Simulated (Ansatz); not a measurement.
# WS: the cost of one run

Program: Ansatz 0.2.0. Level of theory: DFT PBE, scalar-relativistic, plane waves, PAW. These are calculated values, not measurements.

4 further runs of the same task are left out: 4 set aside as unsound or not needed.

### Step 1. Starting point

The structure is cubic, space group F-43m (No. 216). The conventional cell has a = 5.491 Å, b = 5.491 Å, c = 5.491 Å, α = 90.00°, β = 90.00°, γ = 90.00°. W (site symmetry -43m) has 4 S at 2.38 Å as nearest neighbours. Around S (site symmetry -43m) lie 4 W at 2.38 Å.

Coordinates:

```
W S
1.0
     0.00000    2.74559    2.74559
     2.74559    0.00000    2.74559
     2.74559    2.74559    0.00000
W S
1 1
Cartesian
  0.0000 0.0000 0.0000
  4.1184 4.1184 4.1184
```

This is candidate A: zinc blende type (F-43m, No. 216).

(A quick probe on a coarse mesh, which set the mesh and smearing, is not shown.)

### Step 3. A loose first relaxation (candidate A)

input.yaml reads:

```yaml
crystal:
  lattice:
    - [0.0, 2.7455901119, 2.7455901119]
    - [2.7455901119, 0.0, 2.7455901119]
    - [2.7455901119, 2.7455901119, 0.0]
  atoms:
    - { symbol: W, position: [0.0, 0.0, 0.0] }
    - { symbol: S, position: [0.75, 0.75, 0.75] }
basis:
  ecutwfc: 420
kpoints:
  mp_grid: { grid: [6, 6, 6] }
hamiltonian:
  xc: pbe
scf:
  occupations: { method: gaussian, width: 0.1 }
  lower_state_search: "off"
output:
  forces: true
  stress: true
  eigenvalues: true
relax:
  adjacent_minimum: "off"
  f_tol: 0.04
  max_steps: 70
  cell: { stress_tol: 0.4 }
```

On the command line:

```console
ansatz run input.yaml --threads 1 --pin off --max-ram 2560MiB --backend cpu --events-out ev --progress --plain --runs-dir out
```

**Question.** How long does this run take on 1 thread of Intel Xeon Platinum 8488C (Sapphire Rapids), shared host, and how much memory does it need?

About 4.6 s, with a peak of 0.37 GiB.
